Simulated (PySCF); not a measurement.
# CH5FGe (SMILES [CH3][GeH2][F]): CAM-QTP00/ma-def2-TZVP

What is the electrostatic solvation energy at fixed shape (IEF-PCM, methanol) of CH5FGe at CAM-QTP00/ma-def2-TZVP? The job is set up through a Python script.

Program for the calculation: PySCF 2.14.0.

1 further run of the same task is left out (set aside as unsound or not needed).

## 1. The molecule

CH5FGe: 8 atoms, total charge 0, spin state singlet. SMILES: `[CH3][GeH2][F]`. Geometry: relaxed at PBE0-D4/def2-TZVP.

Bond lengths: C1–Ge2 1.936 Å, Ge2–F3 1.748 Å, C1–H4 1.092 Å, C1–H5 1.090 Å, C1–H6 1.090 Å, Ge2–H7 1.538 Å, Ge2–H8 1.538 Å. Some angles: C1–Ge2–F3 106.4°, C1–Ge2–H7 113.5°, C1–Ge2–H8 113.5°, F3–Ge2–H7 105.5°, F3–Ge2–H8 105.5°, Ge2–C1–H4 110.2°, Ge2–C1–H5 109.9°, Ge2–C1–H6 109.9°, H7–Ge2–H8 111.6°, H4–C1–H5 108.8°.

## 2. The energy at CAM-QTP00/ma-def2-TZVP

Contents of job.py:

```python
# [CH3][GeH2][F]
from pyscf import gto, dft

mol = gto.M(
    atom='''
C
Ge 1 1.93645
F 2 1.74797 1 106.39869
H 1 1.091746 2 110.24881 3 179.80739
H 1 1.090316 4 108.82201 2 120.64062
H 1 1.090282 5 109.03132 4 -118.56925
H 2 1.537636 3 105.52224 1 120.83674
H 2 1.537571 7 111.63595 3 -114.13812
''',
    verbose=4,
    basis='ma-def2-tzvp',
    max_memory=1860,
)

ks = dft.RKS(mol)
ks.xc = 'hyb_gga_xc_cam_qtp_00'
ks.kernel()

etot = ks.e_tot
print('Final energy', etot)
```

Command:

```sh
$ OMP_NUM_THREADS=1 python job.py
```

Output:

```text
PySCF version 2.14.0

[INPUT] num. atoms = 8
[INPUT] num. electrons = 52
[INPUT] charge = 0
[INPUT] spin (= nelec alpha-beta = 2S) = 0
[INPUT] symmetry False subgroup None
[INPUT] Mole.unit = angstrom
[INPUT] Symbol           X                Y                Z      unit          X                Y                Z       unit  Magmom
[INPUT]  1 C      0.000000000000   0.000000000000   0.000000000000 AA    0.000000000000   0.000000000000   0.000000000000 Bohr   0.0
[INPUT]  2 Ge     1.936450000000   0.000000000000   0.000000000000 AA    3.659360153914   0.000000000000   0.000000000000 Bohr   0.0
[INPUT]  3 F      2.429936056957   0.000000000000   1.676863331488 AA    4.591913647854   0.000000000000   3.168812444838 Bohr   0.0
[INPUT]  4 H     -0.377850639093   0.003443275209  -1.024268698589 AA   -0.714034223877   0.006506847117  -1.935587318298 Bohr   0.0
[INPUT]  5 H     -0.371714847261   0.886196841580   0.515045833063 AA   -0.702439257758   1.674669323041   0.973295566087 Bohr   0.0
[INPUT]  6 H     -0.371965312521  -0.889398357352   0.509241796935 AA   -0.702912568502  -1.680719311032   0.962327527389 Bohr   0.0
[INPUT]  7 H      2.548819386186   1.272108123948  -0.609154433904 AA    4.816570580874   2.403935955095  -1.151135047643 Bohr   0.0
[INPUT]  8 H      2.549103396369  -1.271877983895  -0.609185349496 AA    4.817107282337  -2.403501053426  -1.151193469645 Bohr   0.0

nuclear repulsion = 212.292565200135
number of shells = 64
number of NR pGTOs = 244
number of NR cGTOs = 152
basis = ma-def2-tzvp
ecp = {}

******** <class 'pyscf.dft.rks.RKS'> ********
method = RKS
initial guess = minao
damping factor = 0
level_shift factor = 0
DIIS = <class 'pyscf.scf.diis.CDIIS'>
diis_start_cycle = 1
diis_space = 8
diis_damp = 0
SCF conv_tol = 1e-09
SCF conv_tol_grad = None
SCF max_cycles = 50
direct_scf = True
direct_scf_tol = 1e-13
XC library pyscf.dft.libxc version 7.0.0
    S. Lehtola, C. Steigemann, M. J.T. Oliveira, and M. A.L. Marques.,  SoftwareX 7, 1–5 (2018)
XC functionals = hyb_gga_xc_cam_qtp_00
radial grids:
    Treutler-Ahlrichs [JCP 102, 346 (1995); DOI:10.1063/1.469408] (M4) radial grids

becke partition: Becke, JCP 88, 2547 (1988); DOI:10.1063/1.454033
pruning grids: <function nwchem_prune>
grids dens level: 3
symmetrized grids: False
atomic radii adjust function: <function treutler_atomic_radii_adjust>
small_rho_cutoff = 0
Set gradient conv threshold to 3.16228e-05
Initial guess from minao.
tot grids = 98064
init E= -2217.42214022609
  HOMO = -0.361967950505097  LUMO = -0.00250412036291648  gap/eV = 9.78151
cycle= 1 E= -2218.07126494073  delta_E= -0.649  |g|= 0.741  |ddm|= 1.88
  HOMO = -0.393820493087628  LUMO = 0.0247573475699246  gap/eV = 11.39008
cycle= 2 E= -2218.08052694328  delta_E= -0.00926  |g|= 0.787  |ddm|= 0.709
  HOMO = -0.443714993745855  LUMO = 0.0301036745912252  gap/eV = 12.89326
cycle= 3 E= -2218.15153576924  delta_E= -0.071  |g|= 0.0405  |ddm|= 0.311
  HOMO = -0.441446572471151  LUMO = 0.0321118307086218  gap/eV = 12.88618
cycle= 4 E= -2218.15185797793  delta_E= -0.000322  |g|= 0.0272  |ddm|= 0.0473
  HOMO = -0.440790934253913  LUMO = 0.0327149197548756  gap/eV = 12.88475
cycle= 5 E= -2218.1519524286  delta_E= -9.45e-05  |g|= 0.0041  |ddm|= 0.0159
  HOMO = -0.441097875331313  LUMO = 0.0326896857676768  gap/eV = 12.89242
cycle= 6 E= -2218.15195611583  delta_E= -3.69e-06  |g|= 0.000753  |ddm|= 0.00463
  HOMO = -0.44124946228277  LUMO = 0.0326640742968443  gap/eV = 12.89584
cycle= 7 E= -2218.15195632141  delta_E= -2.06e-07  |g|= 0.00027  |ddm|= 0.00118
  HOMO = -0.44119463120596  LUMO = 0.0326745745550127  gap/eV = 12.89464
cycle= 8 E= -2218.15195634664  delta_E= -2.52e-08  |g|= 7.29e-05  |ddm|= 0.000339
  HOMO = -0.441208258948174  LUMO = 0.0326743649156358  gap/eV = 12.89500
cycle= 9 E= -2218.15195634911  delta_E= -2.48e-09  |g|= 1.4e-05  |ddm|= 0.000127
  HOMO = -0.441205984240042  LUMO = 0.0326743532363743  gap/eV = 12.89494
cycle= 10 E= -2218.15195634923  delta_E= -1.16e-10  |g|= 2.69e-06  |ddm|= 2.52e-05
  HOMO = -0.441206190014987  LUMO = 0.0326744449448766  gap/eV = 12.89495
Extra cycle  E= -2218.15195634924  delta_E= -6.37e-12  |g|= 1.04e-06  |ddm|= 4.56e-06
converged SCF energy = -2218.15195634924
Final energy -2218.151956349235
```

Run time: 2.7 min. Hardware: 1 thread of AMD EPYC (Zen 3), shared host; peak memory 1 GiB.

## 3. A single-point energy at CAM-QTP00/ma-def2-TZVP (IEF-PCM methanol)

Contents of calc.py:

```python
# [CH3][GeH2][F]
from pyscf import gto, dft, solvent

mol = gto.M(
    atom='''
C
Ge 1 1.93645
F 2 1.74797 1 106.39869
H 1 1.091746 2 110.24881 3 179.80739
H 1 1.090316 4 108.82201 2 120.64062
H 1 1.090282 5 109.03132 4 -118.56925
H 2 1.537636 3 105.52224 1 120.83674
H 2 1.537571 7 111.63595 3 -114.13812
''',
    verbose=4,
    charge=0,
    basis='ma-def2-tzvp',
    max_memory=1860,
)

mf = dft.RKS(mol)
mf.xc = 'hyb_gga_xc_cam_qtp_00'
mf = mf.PCM()
mf.with_solvent.method = 'IEF-PCM'
mf.with_solvent.eps = 32.613  # methanol
mf.kernel()

e_final = mf.e_tot
print(f'total energy: {e_final:.8f} hartree')
```

Command:

```sh
$ OMP_NUM_THREADS=1 python calc.py
```

Output:

```text
PySCF version 2.14.0

[INPUT] num. atoms = 8
[INPUT] num. electrons = 52
[INPUT] charge = 0
[INPUT] spin (= nelec alpha-beta = 2S) = 0
[INPUT] symmetry False subgroup None
[INPUT] Mole.unit = angstrom
[INPUT] Symbol           X                Y                Z      unit          X                Y                Z       unit  Magmom
[INPUT]  1 C      0.000000000000   0.000000000000   0.000000000000 AA    0.000000000000   0.000000000000   0.000000000000 Bohr   0.0
[INPUT]  2 Ge     1.936450000000   0.000000000000   0.000000000000 AA    3.659360153914   0.000000000000   0.000000000000 Bohr   0.0
[INPUT]  3 F      2.429936056957   0.000000000000   1.676863331488 AA    4.591913647854   0.000000000000   3.168812444838 Bohr   0.0
[INPUT]  4 H     -0.377850639093   0.003443275209  -1.024268698589 AA   -0.714034223877   0.006506847117  -1.935587318298 Bohr   0.0
[INPUT]  5 H     -0.371714847261   0.886196841580   0.515045833063 AA   -0.702439257758   1.674669323041   0.973295566087 Bohr   0.0
[INPUT]  6 H     -0.371965312521  -0.889398357352   0.509241796935 AA   -0.702912568502  -1.680719311032   0.962327527389 Bohr   0.0
[INPUT]  7 H      2.548819386186   1.272108123948  -0.609154433904 AA    4.816570580874   2.403935955095  -1.151135047643 Bohr   0.0
[INPUT]  8 H      2.549103396369  -1.271877983895  -0.609185349496 AA    4.817107282337  -2.403501053426  -1.151193469645 Bohr   0.0

nuclear repulsion = 212.292565200135
number of shells = 64
number of NR pGTOs = 244
number of NR cGTOs = 152
basis = ma-def2-tzvp
ecp = {}

******** <class 'pyscf.solvent._attach_solvent.PCMRKS'> ********
method = PCMRKS
initial guess = minao
damping factor = 0
level_shift factor = 0
DIIS = <class 'pyscf.scf.diis.CDIIS'>
diis_start_cycle = 1
diis_space = 8
diis_damp = 0
SCF conv_tol = 1e-09
SCF conv_tol_grad = None
SCF max_cycles = 50
direct_scf = True
direct_scf_tol = 1e-13
XC library pyscf.dft.libxc version 7.0.0
    S. Lehtola, C. Steigemann, M. J.T. Oliveira, and M. A.L. Marques.,  SoftwareX 7, 1–5 (2018)
XC functionals = hyb_gga_xc_cam_qtp_00
radial grids:
    Treutler-Ahlrichs [JCP 102, 346 (1995); DOI:10.1063/1.469408] (M4) radial grids

becke partition: Becke, JCP 88, 2547 (1988); DOI:10.1063/1.454033
pruning grids: <function nwchem_prune>
grids dens level: 3
symmetrized grids: False
atomic radii adjust function: <function treutler_atomic_radii_adjust>
small_rho_cutoff = 0
******** <class 'pyscf.solvent.pcm.PCM'> (In testing) ********

WARN: PCM is an experimental feature. It is still in testing.
Features and APIs may be changed in the future.

lebedev_order = 29 (302 grids per sphere)
eps = 32.613
frozen = False
Set gradient conv threshold to 3.16228e-05
[... 1 set-up line as earlier in the session ...]
tot grids = 98064
PCM E_diel = -0.000279900376131037
Solvent Energy = -0.000279900376131037
init E= -2217.42242012647
  HOMO = -0.35436999692386  LUMO = 0.00341801859834626  gap/eV = 9.73591
PCM E_diel = -0.0113959367575242
Solvent Energy = -0.0113959367575242
cycle= 1 E= -2218.08226395338  delta_E= -0.66  |g|= 0.73  |ddm|= 1.87
  HOMO = -0.409630076501902  LUMO = 0.0391958202885007  gap/eV = 12.21317
PCM E_diel = -0.00476228623658558
Solvent Energy = -0.00476228623658558
cycle= 2 E= -2218.09454319976  delta_E= -0.0123  |g|= 0.756  |ddm|= 0.655
  HOMO = -0.434152412510189  LUMO = 0.0396101292517579  gap/eV = 12.89174
PCM E_diel = -0.00712910172982919
Solvent Energy = -0.00712910172982919
cycle= 3 E= -2218.15768999163  delta_E= -0.0631  |g|= 0.0357  |ddm|= 0.285
  HOMO = -0.432200594578855  LUMO = 0.0416236487082718  gap/eV = 12.89341
PCM E_diel = -0.00695443095400064
Solvent Energy = -0.00695443095400064
cycle= 4 E= -2218.15797689141  delta_E= -0.000287  |g|= 0.0247  |ddm|= 0.0467
  HOMO = -0.431642298228553  LUMO = 0.0415653343413739  gap/eV = 12.87664
PCM E_diel = -0.00699211241162048
Solvent Energy = -0.00699211241162048
cycle= 5 E= -2218.1580553336  delta_E= -7.84e-05  |g|= 0.00393  |ddm|= 0.0147
  HOMO = -0.431971270023363  LUMO = 0.0415005908171263  gap/eV = 12.88383
PCM E_diel = -0.00696638683683113
Solvent Energy = -0.00696638683683113
cycle= 6 E= -2218.15805871229  delta_E= -3.38e-06  |g|= 0.000711  |ddm|= 0.00461
  HOMO = -0.432127907517548  LUMO = 0.0414986802877628  gap/eV = 12.88804
PCM E_diel = -0.00696137582675713
Solvent Energy = -0.00696137582675713
cycle= 7 E= -2218.15805890246  delta_E= -1.9e-07  |g|= 0.000254  |ddm|= 0.00123
  HOMO = -0.432073123537639  LUMO = 0.0415045038300943  gap/eV = 12.88670
PCM E_diel = -0.00696014354956478
Solvent Energy = -0.00696014354956478
cycle= 8 E= -2218.15805892581  delta_E= -2.34e-08  |g|= 7.13e-05  |ddm|= 0.000366
  HOMO = -0.432084153708554  LUMO = 0.0415038574928039  gap/eV = 12.88699
PCM E_diel = -0.00695950043648714
Solvent Energy = -0.00695950043648714
cycle= 9 E= -2218.15805892833  delta_E= -2.52e-09  |g|= 1.25e-05  |ddm|= 0.000149
  HOMO = -0.432082922399823  LUMO = 0.0415037324280997  gap/eV = 12.88695
PCM E_diel = -0.0069593582359182
Solvent Energy = -0.0069593582359182
cycle= 10 E= -2218.15805892845  delta_E= -1.19e-10  |g|= 2.18e-06  |ddm|= 3.46e-05
  HOMO = -0.432082871246859  LUMO = 0.041503746882408  gap/eV = 12.88695
PCM E_diel = -0.00695935707942646
Solvent Energy = -0.00695935707942646
Extra cycle  E= -2218.15805892845  delta_E= -1.82e-12  |g|= 8.1e-07  |ddm|= 4.75e-06
converged SCF energy = -2218.15805892845
total energy: -2218.15805893 hartree
```

Wall time 4.3 min (1 thread of AMD EPYC (Zen 3), shared host); peak memory 1.1 GiB.

## 4. Results

At CAM-QTP00/ma-def2-TZVP:

```
                                        quantity           value
                         gas phase: total energy  -2218.15196 Eh
                        gas phase: dipole moment          2.69 D
                          gas phase: HOMO energy       -12.01 eV
                          gas phase: LUMO energy         0.89 eV
                        gas phase: HOMO–LUMO gap        12.89 eV
                 IEF-PCM, methanol: total energy  -2218.15806 Eh
                IEF-PCM, methanol: dipole moment          3.27 D
                  IEF-PCM, methanol: HOMO energy       -11.76 eV
                  IEF-PCM, methanol: LUMO energy         1.13 eV
                IEF-PCM, methanol: HOMO–LUMO gap        12.89 eV
   IEF-PCM, methanol: solvent term in the energy    -18.3 kJ/mol
energy change from gas to solvent at fixed shape       -0.166 eV
```

The solvent model (IEF-PCM, methanol) lowers the energy by 0.17 eV (−3.8 kcal/mol) at the same shape. It holds the electrostatic part alone, without cavity or dispersion terms.
